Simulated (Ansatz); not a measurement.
# CHBe (doublet): wave-function methods side by side at angle Be2–C1–H3 = 120.3°, 6-31G

How much of the correlation energy of CHBe (doublet) does each wave-function method recover here?

Method: 6-31G, core rule «outside noble gas», up to 2 orbitals frozen; program: Ansatz 0.2.0, Gaussian basis.

The runs, in order: UHF; CCSD(T) on ROHF; CCSD(T) on UHF; BCCD(T) on ROHF; CISD; CCSDT(Q) on ROHF; CCSDT(Q) on UHF; CCSDTQ on ROHF; CCSDTQ on UHF; CASSCF and MRCISD+Q, 3 electrons in 3 orbitals; CASSCF and NEVPT2, 3 electrons in 3 orbitals; Full CI.

27 further runs of the same task are left out: 15 for a known fault of the program, 12 that didn't finish.

**1. What is computed**

The geometry derives from a PBE0/def2-TZVP stationary point (not a proven minimum). One angle is set to the value named; bond lengths are kept.

3 atoms, charge 0, spin multiplicity 2.

Atoms are counted from 1 here; the program's logs count them from 0.

Bond lengths: C1–Be2 1.624 Å, C1–H3 1.082 Å. Angles: Be2–C1–H3 120.3°.

**2. UHF**

in.yaml

```yaml
crystal:
  periodic: [false, false, false]
  atoms:
    - {symbol: C, position_ang: [-0.355332, 0.000000, 0.533344]}
    - {symbol: Be, position_ang: [0.453083, 0.000000, -0.875376]}
    - {symbol: H, position_ang: [0.183064, 0.000000, 1.471536]}
basis:
  gaussian: {orbitals: 6-31G}
magnetization: {spin_polarized: true, initial_magnetization: 1}
hamiltonian: {xc: hf}
output: {orbitals: {seedname: orbitals}}
```

The run is started by

```
$ ansatz run in.yaml --threads 1 --pin off --events-out ev --progress --plain --max-ram 2393MiB
```

After this run come: CCSD(T) on ROHF; CCSD(T) on UHF; BCCD(T) on ROHF; CISD; CCSDT(Q) on ROHF; CCSDT(Q) on UHF; CCSDTQ on ROHF; CCSDTQ on UHF; CASSCF and MRCISD+Q, 3 electrons in 3 orbitals; CASSCF and NEVPT2, 3 electrons in 3 orbitals; Full CI.

Q: Predict the results of all the runs planned. Wanted: FCI below the RHF energy; RMP2 from FCI; RCCSD from FCI; RCCSD(T) from FCI; RCCSDT(Q) from FCI; NEVPT2 pair from FCI; MRCISD+Q pair from FCI; T1 diagnostic; effectively unpaired electrons.

**Answer**, as computed:

| quantity | value |
| --- | --- |
| FCI below the RHF energy | -4.0261 eV |
| RMP2 from FCI | +123.4 kJ/mol |
| RCCSD from FCI | +12.1 kJ/mol |
| RCCSD(T) from FCI | +1.1 kJ/mol |
| RCCSDT(Q) from FCI | -0.6 kJ/mol |
| NEVPT2 pair from FCI | +55.6 kJ/mol |
| MRCISD+Q pair from FCI | +4.8 kJ/mol |
| levels within 1 kcal/mol (43 meV) | RCCSD(T), BCCD(T), RCCSDT, RCCSDT(Q), RCCSDTQ |
| T1 diagnostic | 0.271 |
| effectively unpaired electrons | 2.23 |

What this shows: RCCSD(T) misses by +1.1 kJ/mol, 0.3 % of the correlation energy. RCCSDT(Q) falls below full CI, which methods that aren't variational can do. With 2.2 effectively unpaired electrons against 1 the state is strongly multireference. Coupled cluster on one determinant still stays close here. Of the multireference levels listed MRCISD+Q pair comes nearest in total energy (+4.8 kJ/mol), which doesn't show that its space is the better one. Coupled cluster took another determinant than the lowest Hartree-Fock one. These misses are within one basis, not against nature.
